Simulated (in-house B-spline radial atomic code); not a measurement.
**Pt²⁺ in a hard spherical wall**

Aim: energy and levels of Pt²⁺ squeezed by an impenetrable sphere of shrinking radius. More than one configuration is followed.

The numbers are computed with in-house B-spline radial atomic code version 1 (scalar-relativistic (spin-free one-electron X2C) PBE, spherical fractional occupations, Fermi nucleus, basis-set limit), except any that are marked as measured or tabulated.

## Step 1: What is computed

| Property | Result |
| --- | --- |
| element | platinum (Z = 78) |
| charge | +2 |
| electrons | 76 |
| configuration | [Xe] 4f14 5d8 |
| Hamiltonian | scalar-relativistic (X2C) |
| nucleus | Fermi, rms radius 5.427 fm |

The outer shells:

[Xe] 4f14 5d8
```
[Xe] core
4f [↑↓][↑↓][↑↓][↑↓][↑↓][↑↓][↑↓]
5d [↑↓][↑↓][↑↓][↑ ][↑ ]
```

The boxes only draw the filling; these runs are spin-restricted and spherical.

## Step 2: Reference run without a wall

Input settings:

```ini
Z = 78
electrons = 76.0
configuration = [Xe] 4f14 5d8
hamiltonian = x2c
method = pbe,pbe
spin_polarised = False
nucleus = fermi
rms_radius = 5.427
mass_number = 195
atomic_mass = 194.964794325
speed_of_light = 137.035999084
```

## Step 3: Wall at 9.55 bohr, configuration [Xe] 4f14 5d8

Settings: those of step 2 with these lines changed.

```diff
@@ -11 +11,2 @@
 speed_of_light = 137.035999084
+wall_radius = 9.55
```

## Step 4: Wall at 4.31 bohr, configuration [Xe] 4f14 5d8

Settings: those of step 3 with these lines changed.

```diff
@@ -11,2 +11,2 @@
 speed_of_light = 137.035999084
-wall_radius = 9.55
+wall_radius = 4.31
```

## Step 5: Wall at 2.74 bohr, configuration [Xe] 4f14 5d8

Settings: those of step 4 with these lines changed.

```diff
@@ -11,2 +11,2 @@
 speed_of_light = 137.035999084
-wall_radius = 4.31
+wall_radius = 2.74
```

## Step 6: Wall at 1.25 bohr, configuration [Xe] 4f14 5d8

Settings: those of step 5 with these lines changed.

```diff
@@ -11,2 +11,2 @@
 speed_of_light = 137.035999084
-wall_radius = 2.74
+wall_radius = 1.25
```

## Step 7: Wall at 9.55 bohr, configuration [Xe] 4f14 5d7 5f1

Input settings:

```ini
Z = 78
electrons = 76.0
configuration = [Xe] 4f14 5d7 5f1
hamiltonian = x2c
method = pbe,pbe
spin_polarised = False
nucleus = fermi
rms_radius = 5.427
mass_number = 195
atomic_mass = 194.964794325
speed_of_light = 137.035999084
wall_radius = 9.55
```

## Step 8: Wall at 4.31 bohr, configuration [Xe] 4f14 5d7 5f1

Settings: those of step 7 with these lines changed.

```diff
@@ -11,2 +11,2 @@
 speed_of_light = 137.035999084
-wall_radius = 9.55
+wall_radius = 4.31
```

## Step 9: Wall at 2.74 bohr, configuration [Xe] 4f14 5d7 5f1

Settings: those of step 8 with these lines changed.

```diff
@@ -11,2 +11,2 @@
 speed_of_light = 137.035999084
-wall_radius = 4.31
+wall_radius = 2.74
```

## Step 10: Wall at 1.25 bohr, configuration [Xe] 4f14 5d7 5f1

Settings: those of step 9 with these lines changed.

```diff
@@ -11,2 +11,2 @@
 speed_of_light = 137.035999084
-wall_radius = 2.74
+wall_radius = 1.25
```

## Step 11: Wall at 9.55 bohr, configuration [Kr] 4d10 4f14 5s2 5p5 5d9

Input settings:

```ini
Z = 78
electrons = 76.0
configuration = [Kr] 4d10 4f14 5s2 5p5 5d9
hamiltonian = x2c
method = pbe,pbe
spin_polarised = False
nucleus = fermi
rms_radius = 5.427
mass_number = 195
atomic_mass = 194.964794325
speed_of_light = 137.035999084
wall_radius = 9.55
```

## Step 12: Wall at 4.31 bohr, configuration [Kr] 4d10 4f14 5s2 5p5 5d9

Settings: those of step 11 with these lines changed.

```diff
@@ -11,2 +11,2 @@
 speed_of_light = 137.035999084
-wall_radius = 9.55
+wall_radius = 4.31
```

## Step 13: Wall at 2.74 bohr, configuration [Kr] 4d10 4f14 5s2 5p5 5d9

Settings: those of step 12 with these lines changed.

```diff
@@ -11,2 +11,2 @@
 speed_of_light = 137.035999084
-wall_radius = 4.31
+wall_radius = 2.74
```

## Step 14: Wall at 1.25 bohr, configuration [Kr] 4d10 4f14 5s2 5p5 5d9

Settings: those of step 13 with these lines changed.

```diff
@@ -11,2 +11,2 @@
 speed_of_light = 137.035999084
-wall_radius = 2.74
+wall_radius = 1.25
```

**Question.** What do the energy and the highest level do as the wall closes in, and which configuration is lower at each radius?

As calculated:

| configuration | radius (bohr) | energy above the free system (eV) | highest level (eV) |
| --- | --- | --- | --- |
| [Xe] 4f14 5d8 | 9.55 | below noise | -25.846 (5d) |
| [Xe] 4f14 5d8 | 4.31 | 0.981 | -25.020 (5d) |
| [Xe] 4f14 5d8 | 2.74 | 32.192 | -14.328 (5d) |
| [Xe] 4f14 5d8 | 1.25 | 2355.96 | 239.19 (5d) |
| [Xe] 4f14 5d7 5f1 | 9.55 | 24.187 | -5.893 (5f) |
| [Xe] 4f14 5d7 5f1 | 4.31 | 32.972 | 4.740 (5f) |
| [Xe] 4f14 5d7 5f1 | 2.74 | 80.176 | 32.475 (5f) |
| [Xe] 4f14 5d7 5f1 | 1.25 | 2473.54 | 357.31 (5f) |
| [Kr] 4d10 4f14 5s2 5p5 5d9 | 9.55 | 51.577 | -26.880 (5d) |
| [Kr] 4d10 4f14 5s2 5p5 5d9 | 4.31 | 52.507 | -26.112 (5d) |
| [Kr] 4d10 4f14 5s2 5p5 5d9 | 2.74 | 84.930 | -15.381 (5d) |
| [Kr] 4d10 4f14 5s2 5p5 5d9 | 1.25 | 2458.45 | 239.18 (5d) |

For [Xe] 4f14 5d8 the energy above the free reference is below noise at 9.55 bohr and 2355.96 eV at 1.25 bohr. Its highest level passes zero between 2.74 and 1.25 bohr; in smaller spheres the level is positive, pushed up by confinement, and the wall keeps the electron in. Of [Xe] 4f14 5d8 and [Xe] 4f14 5d7 5f1, the first stays lower at every radius that both share. At 1.25 bohr the lowest of all 3 is [Xe] 4f14 5d8. A hard wall is a crude model of an atom's surroundings.
